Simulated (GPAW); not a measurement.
DyAgB4F16:

```
CELL_PARAMETERS angstrom
5.40539 -0.12478 -0.02960
0.15132 6.87214 0.16225
0.52959 1.25889 9.42097
ATOMIC_POSITIONS crystal
Dy 0.51926 0.02752 0.47238
Ag 0.00308 0.96247 0.98684
B 0.98119 0.21513 0.31959
B 0.55178 0.22688 0.79930
B 0.47337 0.81347 0.22481
B 0.99486 0.73882 0.66272
F 0.19674 0.24063 0.39809
F 0.91781 0.00730 0.35012
F 0.01586 0.28058 0.17896
F 0.77162 0.30239 0.38449
F 0.47614 0.41013 0.81522
F 0.80733 0.19785 0.81155
F 0.42093 0.07423 0.88754
F 0.50163 0.19842 0.64733
F 0.25481 0.75420 0.17645
F 0.46718 0.02640 0.22928
F 0.49267 0.73816 0.37648
F 0.68047 0.76644 0.14835
F 0.00443 0.57478 0.60200
F 0.19811 0.87672 0.59928
F 0.00419 0.71679 0.80764
F 0.76655 0.85071 0.62158
```

The cell was built by a generator and needn't be a form met in nature.

Base run:

```yaml
Program: GPAW 26.7.0
Functional: PBE
Potentials_or_basis: GPAW PAW data sets (gpaw-data 1.2.1)
Cutoff: 800 eV
Basis: pw
k_mesh: 4 × 3 × 2
Occupations: fermi-dirac, width 0.05 eV
Spin: collinear spin, ferromagnetic start
Starting_moments: "[5.0, 0.0, 0.0, 0.0, 0.0, 0.0, 0.0, 0.0, 0.0, 0.0, 0.0, 0.0, 0.0, 0.0, 0.0, 0.0, 0.0, 0.0, 0.0, 0.0, 0.0, 0.0] μB"
```

Its results: band gap on the k mesh 0.09 eV, direct; pressure -0.6 GPa; net moment 4.98 μB per cell; site moments Dy +4.87; Ag +0.00; B +0.00, -0.00; F +0.00, +0.01 μB; largest force 0.342 eV/Å.

Task: The run is repeated on the same cell with these changes: hubbard terms from none to Dy f U = 4 eV. What comes out?

Result: Band gap on the k mesh 1.61 eV, direct; pressure -0.6 GPa; net moment 5.00 μB per cell; site moments Dy +4.94; Ag +0.00; B +0.00, -0.00; F +0.00, -0.00 μB; largest force 0.299 eV/Å.

The U term pushes filled and empty states of the shell apart.

Caveats: one-centre terms of the f shell are cut off; the magnetic or orbital state may not be the lowest; spin-orbit coupling is left out, which moves the levels of the heavy elements; an odd mesh through Γ misses points on the zone boundary, where band edges often lie (some runs); without U or exact exchange the open f shell lies at the Fermi level, which spoils levels, moments and volumes (some runs).
